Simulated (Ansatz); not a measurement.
# Sn3Se2S: the cost of one run

Method: DFT PBE, scalar-relativistic, plane waves, PAW, in Ansatz 0.2.0.

### Step 1. The system as given

Symmetry: P-3m1, No. 164, trigonal system. The conventional cell has a = 4.263 Å, b = 4.263 Å, c = 10.442 Å, α = 90.00°, β = 90.00°, γ = 120.00°. Sn (site symmetry -3m) is surrounded by 6 Se at 3.01 Å. Sn (site symmetry 3m) is surrounded by 3 Se at 3.01 Å and 3 S at 3.01 Å. Around Se (site symmetry 3m) lie 6 Sn at 3.01 Å. Around S (site symmetry -3m) lie 6 Sn at 3.01 Å.

Coordinates:

```
Sn Se S
1.0
     4.26293    0.00000    0.00000
    -2.13147    3.69181    0.00000
     0.00000    0.00000   10.44201
Sn Se S
3 2 1
Cartesian
  0.0000 0.0000 0.0000
  0.0000 2.4612 6.9613
  2.1315 1.2306 3.4807
  2.1315 1.2306 8.7017
  0.0000 2.4612 1.7403
  0.0000 0.0000 5.2210
```

The start is an ordering of an alloy on its end members' structure types: elements ordered on the sites of the SnSe type, S/Se on Se (P-3m1, No. 164).

### Step 2. The guess as it stands, on a coarse mesh

The input, input.yaml:

```yaml
crystal:
  lattice:
    - [4.26293282, 0.0, 0.0]
    - [-2.13146641, 3.69180811, 0.0]
    - [0.0, 0.0, 10.4420102]
  atoms:
    - { symbol: Sn, position: [0.0, 0.0, 0.0] }
    - { symbol: Sn, position: [0.33333333, 0.66666667, 0.66666667] }
    - { symbol: Sn, position: [0.66666667, 0.33333333, 0.33333333] }
    - { symbol: Se, position: [0.66666667, 0.33333333, 0.83333333] }
    - { symbol: Se, position: [0.33333333, 0.66666667, 0.16666667] }
    - { symbol: S, position: [0.0, 0.0, 0.5] }
basis:
  ecutwfc: 420
kpoints:
  mp_grid: { grid: [6, 6, 2] }
hamiltonian:
  xc: pbe
scf:
  occupations: { method: gaussian, width: 0.1 }
  lower_state_search: "off"
output:
  forces: true
  stress: true
  eigenvalues: true
```

Launch:

```console
$ ansatz run input.yaml --threads 1 --pin off --max-ram 2560MiB --backend cpu --events-out ev --progress --plain --runs-dir out
```

**Question.** How long does this run take on 1 thread of AMD EPYC 9R45 (Zen 5), shared host, and how much memory does it need?

About 2.6 s, with a peak of 0.49 GiB.
